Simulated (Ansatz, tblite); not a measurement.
# The cluster Cs5+: one state, many levels

An exercise on one series of results from a longer session: the logs are not shown, and one member is left open.

The runs use Ansatz 0.2.0, Gaussian basis; as each input shows.

The runs, in order: GFN1-xTB, GFN2-xTB, PBE/def2-TZVP, r2SCAN/def2-TZVP, LDA/def2-TZVP, r2SCANh/def2-TZVP, LC-ωPBE/def2-TZVP, B97M-V/def2-TZVP, PBE-QIDH/def2-TZVP, PBE+5HF/def2-TZVP, PBE+10HF/def2-TZVP, PBE+15HF/def2-TZVP, PBE+35HF/def2-TZVP, PBE+50HF/def2-TZVP, PBE/def2-SVP, PBE0/def2-SVP, CCSD(T)/def2-TZVPP, MP2/def2-TZVP, RPA/def2-TZVP.

## The structure

The geometry is that of the singlet, from an earlier relaxation (r2SCAN/def2-TZVP). At that level it is the lowest of the isomers that a small search found.

5 atoms, charge 1, spin multiplicity 1.

Bond lengths: Cs1–Cs2 5.142 Å, Cs1–Cs4 5.426 Å, Cs2–Cs4 5.584 Å, Cs3–Cs4 5.711 Å, Cs3–Cs5 5.116 Å, Cs4–Cs5 5.389 Å. Angles: Cs2–Cs1–Cs4 63.7°, Cs1–Cs2–Cs4 60.6°, Cs4–Cs3–Cs5 59.4°, Cs1–Cs4–Cs2 55.7°, Cs1–Cs4–Cs3 138.5°, Cs1–Cs4–Cs5 84.2°, Cs2–Cs4–Cs3 165.1°, Cs2–Cs4–Cs5 139.8°, Cs3–Cs4–Cs5 54.8°, Cs3–Cs5–Cs4 65.8°.

Coordinates:

```
Cs   -2.45496   -2.05230    3.23284
Cs   -5.92788    0.05691    0.08090
Cs    4.56348    1.77397   -3.44506
Cs   -0.48936    0.70788   -1.00554
Cs    4.30872   -0.48646    1.13688
```

Cs takes a core potential in the def2 sets. No spin-orbit coupling is included. The ion is computed in the gas phase, without counter-ions or solvent.

PBE0/def2-TZVP was run before; its log isn't repeated, and its numbers join the tables.

Set-up of the first run:

Tight binding, by tblite at 300 K electronic temperature and without a spin-polarisation term:

```python
tblite.interface.Calculator('GFN1-xTB', numbers, positions, charge=1, uhf=0).singlepoint()
```

Tight binding, by tblite at 300 K electronic temperature and without a spin-polarisation term:

```python
tblite.interface.Calculator('GFN2-xTB', numbers, positions, charge=1, uhf=0).singlepoint()
```

start.molden holds the orbitals of an earlier run on this state, given as this run's starting guess.

in.yaml

```yaml
crystal:
  periodic: [false, false, false]
  atoms:
    - {symbol: Cs, position_ang: [-2.454959, -2.052297, 3.232841]}
    - {symbol: Cs, position_ang: [-5.927881, 0.056912, 0.080897]}
    - {symbol: Cs, position_ang: [4.563482, 1.773966, -3.445058]}
    - {symbol: Cs, position_ang: [-0.489361, 0.707883, -1.005545]}
    - {symbol: Cs, position_ang: [4.308719, -0.486464, 1.136875]}
basis:
  gaussian: {orbitals: def2-TZVP, initial_orbitals: start.molden}
total_charge: 1
hamiltonian: {xc: pbe}
scf: {omitted_lower_state_checks: [starts]}
output: {orbitals: {seedname: orbitals}}
```

Command:

```bash
$ ansatz run in.yaml --threads 4 --pin off --events-out ev --progress --plain --max-ram 3916MiB
```

Among the steps run: PBE/def2-TZVP; r2SCAN/def2-TZVP; LDA/def2-TZVP; r2SCANh/def2-TZVP; LC-ωPBE/def2-TZVP; B97M-V/def2-TZVP; PBE-QIDH/def2-TZVP; PBE+5HF/def2-TZVP; PBE+10HF/def2-TZVP; PBE+15HF/def2-TZVP; PBE+35HF/def2-TZVP; PBE+50HF/def2-TZVP; PBE/def2-SVP; PBE0/def2-SVP; CCSD(T)/def2-TZVPP; MP2/def2-TZVP; RPA/def2-TZVP.

One of the session's tables, all rows but one given; the rest of the session is left out.

It belongs to the step «Levels side by side». 

```
             level  HOMO (eV)  LUMO (eV)  gap (eV)
     LDA/def2-TZVP      -4.61      -4.07      0.54
      PBE/def2-SVP      -4.45      -3.90      0.55
     PBE/def2-TZVP      -4.44      -3.90      0.54
  r2SCAN/def2-TZVP      -4.28      -3.68      0.60
  B97M-V/def2-TZVP      -4.49      -4.03      0.46
 r2SCANh/def2-TZVP      -4.41      -3.57      0.84
     PBE0/def2-SVP      -4.69      -3.50      1.19
    PBE0/def2-TZVP      -4.68      -3.49      1.19
 LC-ωPBE/def2-TZVP      -5.57      -2.35      3.22
 PBE+5HF/def2-TZVP      -4.49      -3.82      0.67
PBE+10HF/def2-TZVP      -4.53      -3.74      0.80
PBE+15HF/def2-TZVP      -4.58      -3.66      0.93
PBE+35HF/def2-TZVP          ?          ?         ?
PBE+50HF/def2-TZVP      -4.95      -3.10      1.85
```

Estimate the missing values for PBE+35HF/def2-TZVP.

**Answer.** HOMO (eV): -4.79; LUMO (eV): -3.33; gap (eV): 1.45. In the column «HOMO (eV)» it lies between PBE+50HF/def2-TZVP (-4.95) and PBE0/def2-SVP (-4.69).
